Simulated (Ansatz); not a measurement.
# Pb (Lead): the cost of one run

Computed with Ansatz 0.2.0 (DFT PBE, scalar-relativistic, plane waves, PAW, unless a step's input says otherwise).

### Step 1. The structure to begin with

Symmetry: Fm-3m, No. 225, cubic system. The conventional cell has a = 4.950 Å, b = 4.950 Å, c = 4.950 Å, α = 90.00°, β = 90.00°, γ = 90.00°. Pb (site symmetry m-3m) has 12 Pb at 3.50 Å as nearest neighbours.

Structure file:

```
CELL_PARAMETERS angstrom
0.00000 2.47502 2.47502
2.47502 0.00000 2.47502
2.47502 2.47502 0.00000
ATOMIC_POSITIONS crystal
Pb 0.00000 0.00000 0.00000
```

### Step 2. First run, at the start cell

Input file input.yaml:

```yaml
crystal:
  lattice:
    - [0.0, 2.47502, 2.47502]
    - [2.47502, 0.0, 2.47502]
    - [2.47502, 2.47502, 0.0]
  atoms:
    - { symbol: Pb, position: [0.0, 0.0, 0.0] }
basis:
  ecutwfc: 420
  ecutrho_ratio: 4
kpoints:
  mp_grid: { grid: [16, 16, 16] }
hamiltonian:
  xc: pbe
scf:
  occupations: { method: gaussian, width: 0.05 }
output:
  forces: true
  stress: true
  eigenvalues: true
```

On the command line:

```bash
ansatz run input.yaml --threads 1 --pin off --max-ram 2560MiB --backend cpu --events-out ev --progress --plain --runs-dir out
```

Q: Estimate wall time and peak memory on 1 thread of AMD EPYC 9R45 (Zen 5), shared host.

About 1.1 s, with a peak of 0.35 GiB.
